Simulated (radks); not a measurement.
**Ca³⁺ in [He] 2s2 2p5.75 3s2 3p5 4p0.25: an all-electron calculation**

The task here is to estimate one member of a computed series from the others.

The numbers are computed with radks (a radial shooting solver on a logarithmic mesh, Libxc functionals) version 1 (Dirac Kohn-Sham, BLYP, spin-unpolarised, spherical densities, finite nucleus; open shells are shared between the two j in proportion to 2j + 1), except any that are marked as measured or tabulated.

**The atom as given**

| Item | Value |
| --- | --- |
| element | calcium (Z = 20) |
| charge | +3 |
| electrons | 17 |
| configuration | [He] 2s2 2p5.75 3s2 3p5 4p0.25 |
| nuclear rms radius | 3.4776 fm |

The first run:

Input:

```text
Z 20
configuration [He] 2s2 2p5.75 3s2 3p5 4p0.25 4s0 3d0
relativity Dirac
functional b88,lyp
spin unpolarised
j_filling average
nucleus finite rms 3.4776 fm
c 137.035999084
```

One of the session's tables, all rows but one given; the rest of the session is left out.

It belongs to the step «Radial structure». Radial moments (bohr):

```
level      <r>  outermost maximum (interpolated)  90 % within  nodes
1s1/2  0.07683                            0.0503        0.137      0
2s1/2   0.3625                             0.299        0.564      1
2p1/2   0.3236                             0.244        0.534      0
2p3/2        ?                                 ?            ?      ?
3s1/2    1.108                             0.969         1.65      2
3p1/2    1.178                              1.00         1.80      1
3p3/2    1.185                              1.01         1.81      1
3d3/2    1.393                              1.05         2.28      0
3d5/2    1.395                              1.05         2.28      0
4s1/2    2.808                              2.59         4.03      3
4p1/2    3.144                              2.88         4.55      2
4p3/2    3.155                              2.90         4.56      2
```

Q: Estimate the row for 2p3/2 from the others.

The run gave: <r>: 0.3261; outermost maximum (interpolated): 0.246; 90 % within: 0.537; nodes: 0. In the column «<r>» it lies between 2p1/2 (0.3236) and 2s1/2 (0.3625).
